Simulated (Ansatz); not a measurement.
# C₅H₆F₄O₄Ti: small, medium and large basis sets

Aim: see how fast density functionals converge with the basis set for C₅H₆F₄O₄Ti.

Method: one geometry, several basis sets; program: Ansatz 0.2.0, Gaussian basis.

Plan: PBE0-D4/def2-SVP; ωB97M-V/def2-SVP; PBE0-D4/def2-QZVPP; ωB97M-V/def2-QZVPP; the functionals' def2-TZVPP values are taken from earlier runs.

### 1 Structure used throughout

All runs share one geometry, relaxed beforehand with PBE0-D4 in a triple-zeta def2 set.

SMILES `CC1=CC(C(F)(F)F)=[O+][Ti-]([OH])([OH])([F])[O]1`, 20 atoms, charge 0, spin multiplicity 1.

Atoms are counted from 1 here; the program's logs count them from 0.

Bond lengths: C1–C2 1.493 Å, C1–H15 1.088 Å, C1–H16 1.093 Å, C1–H17 1.092 Å, C2–C3 1.410 Å, C2–O14 1.254 Å, C3–C4 1.371 Å, C3–H18 1.078 Å, C4–C5 1.532 Å, C4–O9 1.268 Å, C5–F6 1.333 Å, C5–F7 1.332 Å, C5–F8 1.332 Å, O9–Ti10 2.016 Å, Ti10–O11 1.796 Å, Ti10–O12 1.784 Å, Ti10–F13 1.765 Å, Ti10–O14 2.069 Å and more. Angles: C2–C1–H15 112.4°, C2–C1–H16 109.1°, C2–C1–H17 108.9°, H15–C1–H16 109.6°, H15–C1–H17 109.7°, H16–C1–H17 107.1°, C1–C2–C3 120.4°, C1–C2–O14 117.2°, C3–C2–O14 122.4°, C2–C3–C4 119.8°, C2–C3–H18 120.2°, C4–C3–H18 120.0°, C3–C4–C5 119.9°, C3–C4–O9 127.4°, C5–C4–O9 112.7°, C4–C5–F6 112.4°, C4–C5–F7 110.1°, C4–C5–F8 110.2° and more.

### 2 PBE0-D4 in def2-SVP

File in.yaml:

```yaml
crystal:
  periodic: [false, false, false]
  atoms:
    - {symbol: C, position_ang: [-1.833836, -1.264612, 1.911332]}
    - {symbol: C, position_ang: [-0.864784, -0.624113, 0.973921]}
    - {symbol: C, position_ang: [-1.253020, 0.484649, 0.193903]}
    - {symbol: C, position_ang: [-0.350773, 1.065629, -0.660030]}
    - {symbol: C, position_ang: [-0.773952, 2.262548, -1.517346]}
    - {symbol: F, position_ang: [-2.044298, 2.610856, -1.312208]}
    - {symbol: F, position_ang: [-0.630691, 1.973222, -2.809979]}
    - {symbol: F, position_ang: [-0.008832, 3.317668, -1.241990]}
    - {symbol: O, position_ang: [0.857070, 0.730558, -0.848870]}
    - {symbol: Ti, position_ang: [2.053144, -0.697731, -0.077183]}
    - {symbol: O, position_ang: [2.046363, -2.418207, -0.593769]}
    - {symbol: O, position_ang: [3.272691, -0.037616, -1.199157]}
    - {symbol: F, position_ang: [2.796326, -0.454340, 1.505543]}
    - {symbol: O, position_ang: [0.287599, -1.115074, 0.917902]}
    - {symbol: H, position_ang: [-2.804695, -0.772972, 1.904712]}
    - {symbol: H, position_ang: [-1.954244, -2.315571, 1.637819]}
    - {symbol: H, position_ang: [-1.416259, -1.241980, 2.920621]}
    - {symbol: H, position_ang: [-2.255832, 0.874137, 0.265991]}
    - {symbol: H, position_ang: [1.543822, -3.072133, -0.100413]}
    - {symbol: H, position_ang: [3.242500, 0.704578, -1.804698]}
basis:
  gaussian: {orbitals: def2-SVP}
hamiltonian: {xc: pbe0, dispersion: d4}
output: {orbitals: {seedname: orbitals}}
```

Started as:

```bash
$ ansatz run in.yaml --threads 11 --pin off --events-out ev --progress --plain --max-ram 110592MiB --backend cpu
```

Further steps of the session: ωB97M-V in def2-SVP; PBE0-D4 in def2-QZVPP; ωB97M-V in def2-QZVPP.

Q: Predict the results of all the runs planned. Wanted: PBE0-D4: double and triple zeta above quadruple; ωB97M-V: double and triple zeta above quadruple.

**Answer**, as computed:

| quantity | value |
| --- | --- |
| PBE0-D4: double and triple zeta above quadruple | 33.60, 1.69 eV |
| ωB97M-V: double and triple zeta above quadruple | 34.15, 1.57 eV |

PBE0-D4 gains 31.92 eV from double to triple zeta, then 1.69 eV more. Total energies overstate the basis error of differences, where much of it tends to cancel.
